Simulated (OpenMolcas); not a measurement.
**Tl: CASSCF terms and fine-structure levels**

Which level of Tl lies lowest, and where do the others fall? The reference wave functions come first, then spin-orbit coupling.

The numbers are computed with OpenMolcas 26.06 (state-averaged CASSCF, spin-orbit coupling by RASSI with atomic mean-field integrals), except any that are marked as measured or tabulated.

**1. The atom as given**

| Quantity | Value |
| --- | --- |
| Species | Tl (thallium, Z = 81, 81 electrons) |
| Basis | ANO-RCC-MB [6s5p3d1f], 43 functions |
| Scalar Hamiltonian | DKH2, point nucleus |
| Inactive shells | 1s 2s 2p 3s 3p 3d 4s 4p 4d 4f 5s 5p 5d |
| Active space | 3 electrons in 4 orbitals (6s 6p) |
| Some configurations of this space | 6p3, 6s 6p2, 6s2 6p |
| Orbitals | optimised for each spin and parity, averaged over the low roots |

Outer shells as boxes (Hund's rule):

6p3
```
6p [↑ ][↑ ][↑ ]
```

6s 6p2
```
6s [↑ ]
6p [↑ ][↑ ][  ]
```

6s2 6p
```
6s [↑↓]
6p [↑ ][  ][  ]
```

The work runs as a chain of OpenMolcas steps in one folder; each step below is one input file. Labels, J, g values, rates, χT and fits are worked out afterwards by a script from the matrices that RASSI stores.

**2. One- and two-electron integrals**

The input, a.inp:

```
&GATEWAY
Coord
1

Tl 0.0 0.0 0.0
Basis=ANO-RCC-MB
Group=XYZ
NoMove
AngMom=0.0 0.0 0.0
AMFI
&SEWARD
```

**3. Reference wave functions, quartets of odd parity, 1 root**

The input, a.inp:

```
&RASSCF
FileOrb=start.orb
Symmetry=2
Spin=4
nActEl=3 0 0
Inactive=20 19
Ras2=1 3
CIRoot=1 1 1
SDav=1
CIMx=300
Iter=120 100
PrWF=0.3
OrbListing=Nothing
MaxOrb=0
Atom
>>> COPY $Project.JobIph JOB001
```

start.orb holds the contracted functions of the basis, ordered by shell, or the orbitals of the step before.

**4. Reference wave functions, doublets of odd parity, 3 roots**

The input, a.inp:

```
&RASSCF
FileOrb=start.orb
Symmetry=2
Spin=2
nActEl=3 0 0
Inactive=20 19
Ras2=1 3
CIRoot=3 3 1
SDav=11
CIMx=300
Iter=120 100
PrWF=0.3
OrbListing=Nothing
MaxOrb=0
Atom
>>> COPY $Project.JobIph JOB002
```

**5. CASSCF: quartets of even parity, 3 roots**

The input, a.inp:

```
&RASSCF
FileOrb=start.orb
Symmetry=1
Spin=4
nActEl=3 0 0
Inactive=20 19
Ras2=1 3
CIRoot=3 3 1
SDav=3
CIMx=300
Iter=120 100
PrWF=0.3
OrbListing=Nothing
MaxOrb=0
Atom
>>> COPY $Project.JobIph JOB003
```

**6. RASSI: spin-orbit coupling between the states**

The input, a.inp:

```
&RASSI
NrOfJobIphs=2 3 3
1 2 3
1 2 3
IphNames
JOB002
JOB003
EJob
SpinOrbit
DIPRint=1.0
SOCoupling=1000.0
Subsets=2
MEES
Property=10
'ANGMOM' 1 'ANGMOM' 2 'ANGMOM' 3 'MLTPL  1' 1 'MLTPL  1' 2 'MLTPL  1' 3
'AMFI' 1 'AMFI' 2 'AMFI' 3 'MLTPL  2' 6
SOProperty=3
'ANGMOM' 1 'ANGMOM' 2 'ANGMOM' 3
```

(Steps that only read results are left out.)

**Question.** What will these runs give? Wanted: lowest level; first excited level; lowest level of another term; spin-orbit lowering of the lowest level; strongest of the lines computed, by gA, at CASSCF energies.

The runs gave:

| quantity | value |
| --- | --- |
| method | CASSCF |
| lowest level | 6s2 6p 2P* 1/2, 100 % of that term, g = 0.666 |
| ground level listed by NIST | 2P°1/2 |
| first excited level | 6s2 6p 2P* 3/2 at 0.9990 eV |
| lowest level of another term | 6s 6p2 4P 1/2 at 4.7711 eV |
| spin-orbit lowering of the lowest level | 0.6660 eV |
| strongest of the lines computed, by gA, at CASSCF energies | 6s2 6p 2P* 3/2 → 6s2 6p 2P* 1/2, 1241 nm, A = 4.73e+00 s⁻¹ |

What this shows: The multiplet 2P* is regular. Only the configurations of the active space and the roots asked for are present. Not all states of the active space went into the spin-orbit step. No d shell is active. Spin-orbit splittings of 6p shells come out too small at this level. Only valence configurations of the active space appear, up to the ionisation limit; * or ° marks odd parity.
